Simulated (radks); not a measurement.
# Hf³⁺ in [Xe] 4f14 6s1: an all-electron calculation

Wanted: eigenvalues, radial structure and energy terms of the hafnium ion Hf3+.

Method: Dirac Kohn-Sham, revPBE, spin-unpolarised, spherical densities, point nucleus. Code: radks (a radial shooting solver on a logarithmic mesh, Libxc functionals) version 1.

## 1. The atom as given

| Item | Value |
| --- | --- |
| element | hafnium (Z = 72) |
| charge | +3 |
| electrons | 69 |
| configuration | [Xe] 4f14 6s1 |

The outer shells:

Hf³⁺
```
[Xe] core
4f [↑↓][↑↓][↑↓][↑↓][↑↓][↑↓][↑↓]
6s [↑ ]
```

## 2. Self-consistent calculation

The run's settings:

```text
Z 72
configuration [Xe] 4f14 6s1
relativity Dirac
functional pbe_r,pbe
spin unpolarised
j_filling energy
nucleus point
c 137.035999084
```

Launch:

```console
python run_ks.py task.json out
```

The same process makes all the runs of this session.

What does the calculation give?

As calculated:

```
                        quantity                   value
                    total energy     -15096.3601 hartree
exchange-correlation share of it                  2.05 %
                            −T/E                  1.1189
          highest occupied level       6s1/2, -27.144 eV
    most extended occupied level  6s1/2, <r> = 2.74 bohr
 radius at density 0.001 e/bohr³               3.82 bohr
    maxima of the radial density                       4
```

What this shows: The radial density shows 4 maxima for 6 occupied principal shells; where shells overlap, one shows as a shoulder or not at all. −T/E is 1.119: with relativity the kinetic term as defined here no longer equals −E. This is not the tabulated ground configuration, so its levels and sizes aren't those of the ground state, and no measured value stands beside it.
